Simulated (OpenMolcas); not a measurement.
**Ar⁴⁺: CASSCF and CASPT2 terms and fine-structure levels**

Aim: the low terms and levels of Ar⁴⁺, with their order and spacing, then second-order correlation under several settings.

Method: state-averaged CASSCF and CASPT2, spin-orbit coupling by RASSI with atomic mean-field integrals. Code: OpenMolcas 26.06.

### Step 1. What is computed

| Quantity | Value |
| --- | --- |
| Species | Ar⁴⁺ (argon, Z = 18, 14 electrons) |
| Basis | ANO-RCC-VTZP [5s4p2d1f], 34 functions |
| Scalar Hamiltonian | DKH2, point nucleus |
| Inactive shells | 1s 2s 2p |
| Active space | 4 electrons in 8 orbitals (3s 3p 4s 4p) |
| Some configurations of this space | 3p⁴, 3s 3p³, 3s² 3p² |
| Orbitals | optimised for the ground-state spin in each parity, averaged over the low roots |

Outer shells as boxes (Hund's rule):

3p4
```
3p [↑↓][↑ ][↑ ]
```

3s 3p3
```
3s [↑ ]
3p [↑ ][↑ ][↑ ]
```

3s2 3p2
```
3s [↑↓]
3p [↑ ][↑ ][  ]
```

The work runs as a chain of OpenMolcas steps in one folder; each step below is one input file. Labels, J, g values, rates, χT and fits are worked out afterwards by a script from the matrices that RASSI stores.

### Step 2. Basis and integrals

Input file a.inp:

```
&GATEWAY
Coord
1

Ar 0.0 0.0 0.0
Basis=ANO-RCC-VTZP
Group=XYZ
NoMove
AngMom=0.0 0.0 0.0
AMFI
&SEWARD
```

On the command line:

```
> OMP_NUM_THREADS=1 MOLCAS_MEM=2252 MOLCAS_PROJECT=a pymolcas a.inp > a.log
```

### Step 3. A small preliminary run for start orbitals

Input file a.inp:

```
&RASSCF
FileOrb=start.orb
Symmetry=1
Spin=3
nActEl=4 0 0
Inactive=2 3
Ras2=1 3
CIRoot=6 6 1
SDav=6
CIMx=300
Iter=120 100
PrWF=0.3
OrbListing=Nothing
MaxOrb=0
Atom
>>> COPY $Project.JobIph JOBPRE
```

### Step 4. CASSCF: triplets of even parity, 3 roots

Input file a.inp:

```
&RASSCF
FileOrb=start.orb
Symmetry=1
Spin=3
nActEl=4 0 0
Inactive=2 3
Ras2=2 6
CIRoot=3 3 1
SDav=186
CIMx=300
Iter=120 100
PrWF=0.3
OrbListing=Nothing
MaxOrb=0
Atom
>>> COPY $Project.JobIph JOB001
```

### Step 5. Reference wave functions, singlets of even parity, 24 roots

Input file a.inp:

```
&RASSCF
FileOrb=start.orb
Symmetry=1
Spin=1
nActEl=4 0 0
Inactive=2 3
Ras2=2 6
CIRoot=24 24 1
SDav=184
CIMx=300
Iter=120 100
PrWF=0.3
OrbListing=Nothing
MaxOrb=0
Atom
CIOnly
>>> COPY $Project.JobIph JOB002
```

### Step 6. Reference wave functions, triplets of odd parity, 8 roots

Input file a.inp:

```
&RASSCF
FileOrb=start.orb
Symmetry=2
Spin=3
nActEl=4 0 0
Inactive=2 3
Ras2=2 6
CIRoot=8 8 1
SDav=192
CIMx=300
Iter=120 100
PrWF=0.3
OrbListing=Nothing
MaxOrb=0
Atom
>>> COPY $Project.JobIph JOB003
```

### Step 7. Reference wave functions, quintets of odd parity, 13 roots

Input file a.inp:

```
&RASSCF
FileOrb=start.orb
Symmetry=2
Spin=5
nActEl=4 0 0
Inactive=2 3
Ras2=2 6
CIRoot=13 13 1
SDav=40
CIMx=300
Iter=120 100
PrWF=0.3
OrbListing=Nothing
MaxOrb=0
Atom
CIOnly
>>> COPY $Project.JobIph JOB004
```

### Step 8. Reference wave functions, singlets of odd parity, 20 roots

Input file a.inp:

```
&RASSCF
FileOrb=start.orb
Symmetry=2
Spin=1
nActEl=4 0 0
Inactive=2 3
Ras2=2 6
CIRoot=20 20 1
SDav=152
CIMx=300
Iter=120 100
PrWF=0.3
OrbListing=Nothing
MaxOrb=0
Atom
CIOnly
>>> COPY $Project.JobIph JOB005
```

### Step 9. State interaction with spin-orbit coupling

Input file a.inp:

```
&RASSI
NrOfJobIphs=4 3 6 8 1
1 2 3
1 2 3 4 5 6
1 2 3 4 5 6 7 8
1
IphNames
JOB001
JOB002
JOB003
JOB004
EJob
SpinOrbit
DIPRint=1.0
SOCoupling=1000.0
Subsets=2
MEES
Property=10
'ANGMOM' 1 'ANGMOM' 2 'ANGMOM' 3 'MLTPL  1' 1 'MLTPL  1' 2 'MLTPL  1' 3
'AMFI' 1 'AMFI' 2 'AMFI' 3 'MLTPL  2' 6
SOProperty=3
'ANGMOM' 1 'ANGMOM' 2 'ANGMOM' 3
```

### Step 10. CASPT2: IPEA 0.6 (closed shells correlated: 2s 2p), extended multistate

Input file a.inp:

```
>>> COPY JOB001 $Project.JobIph
&CASPT2
XMultistate=3 1 2 3
Frozen=1 0
IPEA=0.6
MaxIter=60
WThr=0.0 0.3 0.05
PrWF=0.5
NoMix
>>> COPY JOB002 $Project.JobIph
&CASPT2
XMultistate=6 1 2 3 4 5 6
Frozen=1 0
IPEA=0.6
MaxIter=60
WThr=0.0 0.3 0.05
PrWF=0.5
NoMix
>>> COPY JOB003 $Project.JobIph
&CASPT2
XMultistate=8 1 2 3 4 5 6 7 8
Frozen=1 0
IPEA=0.6
MaxIter=60
WThr=0.0 0.3 0.05
PrWF=0.5
NoMix
>>> COPY JOB004 $Project.JobIph
&CASPT2
Multistate=1 1
Frozen=1 0
IPEA=0.6
MaxIter=60
WThr=0.0 0.3 0.05
PrWF=0.5
NoMix
```

### Step 11. CASPT2: IPEA 0.35, sigma2 regulariser 0.15 (closed shells correlated: 2s 2p)

Input file a.inp:

```
>>> COPY JOB001 $Project.JobIph
&CASPT2
Multistate=3 1 2 3
NoMult
Frozen=1 0
IPEA=0.35
Sig2=0.15
MaxIter=60
WThr=0.0 0.3 0.05
PrWF=0.5
NoMix
>>> COPY JOB002 $Project.JobIph
&CASPT2
Multistate=6 1 2 3 4 5 6
NoMult
Frozen=1 0
IPEA=0.35
Sig2=0.15
MaxIter=60
WThr=0.0 0.3 0.05
PrWF=0.5
NoMix
>>> COPY JOB003 $Project.JobIph
&CASPT2
Multistate=8 1 2 3 4 5 6 7 8
NoMult
Frozen=1 0
IPEA=0.35
Sig2=0.15
MaxIter=60
WThr=0.0 0.3 0.05
PrWF=0.5
NoMix
>>> COPY JOB004 $Project.JobIph
&CASPT2
Multistate=1 1
Frozen=1 0
IPEA=0.35
Sig2=0.15
MaxIter=60
WThr=0.0 0.3 0.05
PrWF=0.5
NoMix
```

### Step 12. CASPT2: IPEA 0.15, sigma1 regulariser 0.1 (closed shells correlated: 2s 2p), extended multistate

Input file a.inp:

```
>>> COPY JOB001 $Project.JobIph
&CASPT2
XMultistate=3 1 2 3
Frozen=1 0
IPEA=0.15
Sig1=0.1
MaxIter=60
WThr=0.0 0.3 0.05
PrWF=0.5
NoMix
>>> COPY JOB002 $Project.JobIph
&CASPT2
XMultistate=6 1 2 3 4 5 6
Frozen=1 0
IPEA=0.15
Sig1=0.1
MaxIter=60
WThr=0.0 0.3 0.05
PrWF=0.5
NoMix
>>> COPY JOB003 $Project.JobIph
&CASPT2
XMultistate=8 1 2 3 4 5 6 7 8
Frozen=1 0
IPEA=0.15
Sig1=0.1
MaxIter=60
WThr=0.0 0.3 0.05
PrWF=0.5
NoMix
>>> COPY JOB004 $Project.JobIph
&CASPT2
Multistate=1 1
Frozen=1 0
IPEA=0.15
Sig1=0.1
MaxIter=60
WThr=0.0 0.3 0.05
PrWF=0.5
NoMix
```

(Steps that only read results are left out.)

Before running it: what results should come out? Wanted: lowest level; first excited level; lowest level of another term; spin-orbit lowering of the lowest level; strongest of the lines computed, by gA, at CASSCF energies.

As calculated:

| quantity | value |
| --- | --- |
| method | XMS-CASPT2, IPEA 0.6 (closed shells correlated: 2s 2p) |
| lowest level | 3s² 3p² ³P₀, 100 % of that term |
| ground level listed by NIST | 3P0 |
| first excited level | 3s² 3p² ³P₁ at 691 cm⁻¹ |
| lowest level of another term | 3s² 3p² ¹D₂ at 16320 cm⁻¹ |
| spin-orbit lowering of the lowest level | 1302 cm⁻¹ |
| strongest of the lines computed, by gA, at CASSCF energies | 3s 3p³ ³P°₂ → 3s² 3p² ³P₂, 67.11 nm, A = 3.73e+09 s⁻¹ |

Cost and accuracy by method:

| method | time of its own steps | time with the reference | mean absolute difference from the measured levels (cm-1) |
| --- | --- | --- | --- |
| A. CASSCF | 14 s | 14 s | 6700 |
| B. XMS-CASPT2, IPEA 0.6, +2s 2p | 7 s | 21 s | 1200 |
| C. SS-CASPT2, IPEA 0.35, sigma2 regulariser 0.15, +2s 2p | 6.4 s | 20 s | 1100 |
| D. XMS-CASPT2, IPEA 0.15, sigma1 regulariser 0.1, +2s 2p | 7.2 s | 21 s | 1500 |

Times are of one thread on a shared host.

In words: The multiplet ³P is regular; its intervals divided by the larger J differ by 17 % of their mean, where Landé's rule for pure LS coupling makes them equal. Second-order correlation (method B) scales the levels of the lowest configuration above 5000 cm⁻¹ by 0.84 to 1.07. Method C lies closest to the measured levels (1100 cm⁻¹ on average) and A farthest (6700). Only the configurations of the active space and the roots asked for are present. The singlets, quintets rest on orbitals optimised for another spin in at least one step, which raises them against the optimised states. Not all states of the active space went into the spin-orbit step. CASPT2 does not keep the components of a term degenerate, and the means are used. Reference weights range from 0.89 to 0.99, which points to intruder states or a small active space for some roots. The levels of the extra active shells were not computed. No d shell is active. Only valence configurations of the active space appear, up to the ionisation limit; * or ° marks odd parity.
